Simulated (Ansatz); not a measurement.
The system is CrN2.

```xyz
6
Lattice="3.9018 0.0000 0.0000 0.0000 4.8095 0.0000 0.0000 0.0000 2.7842" Properties=species:S:1:pos:R:3 pbc="T T T"
Cr    0.0000    0.0000    0.0000
Cr    1.9509    2.4048    1.3921
N     3.3796    2.8317    0.0000
N     0.5222    1.9778    0.0000
N     1.4287    4.3825    1.3921
N     2.4731    0.4270    1.3921
```

The cell comes from a database or a generator and needn't be the stable form of this composition.

```yaml
Program: Ansatz 0.2.0
Task: relaxation of cell and atoms
Functional: LDA
Potentials_or_basis: Ansatz PAW
Cutoff: "420 eV (not typed: the program's choice for these potentials)"
k_mesh: 7 × 6 × 10
Occupations: fermi-dirac, width 0.05 eV
Spin: collinear spin, ferromagnetic start
Starting_moments: "[3.0, 3.0, 0.0, 0.0, 0.0, 0.0] μB"
```

At the start: volume 8.71 Å³/atom.

Q: How do energy, volume and symmetry change on relaxing?

A: It ends after 8 steps and the volume is 8.11 Å³/atom (-6.9 %); space group Pnnm (No. 58, to 0.05 Å); moment 4.11 μB per cell.

Step by step:
| step | energy change (eV) | largest force (eV/Å) | volume (Å³) |
| --- | --- | --- | --- |
| 1 | 0.0000 | 0.2664 | 52.25 |
| 2 | -0.1938 | 0.1166 | 49.86 |
| 3 | -0.2254 | 0.0989 | 48.61 |
| 4 | -0.2253 | 0.0501 | 48.74 |
| 5 | -0.2254 | 0.0011 | 48.74 |
| 6 | -0.2091 | 0.0019 | 48.74 |
| 7 | -0.2098 | 0.0036 | 48.65 |
| 8 | -0.2092 | 0.0037 | 48.65 |

Final structure:
```
Cr N
1.0
     3.83936    0.00000    0.00000
     0.00000    4.69207    0.00000
     0.00000    0.00000    2.70057
Cr N
2 4
Direct
  0.00000 0.00000 0.00000
  0.50000 0.50000 0.50000
  0.86449 0.58918 0.00000
  0.13551 0.41082 0.00000
  0.36449 0.91082 0.50000
  0.63551 0.08918 0.50000
```

Caveat: the plane-wave basis is chosen anew once the cell has moved, so the energies of steps on either side of that aren't comparable; the pressure holds a Pulay correction of +1.1 GPa for the finite cutoff; only a ferromagnetic start was run, and an antiferromagnetic order may lie lower in energy; the PAW data sets come from PBE, with cores solved anew for the run's functional, which leaves a small shift of forces and pressure.
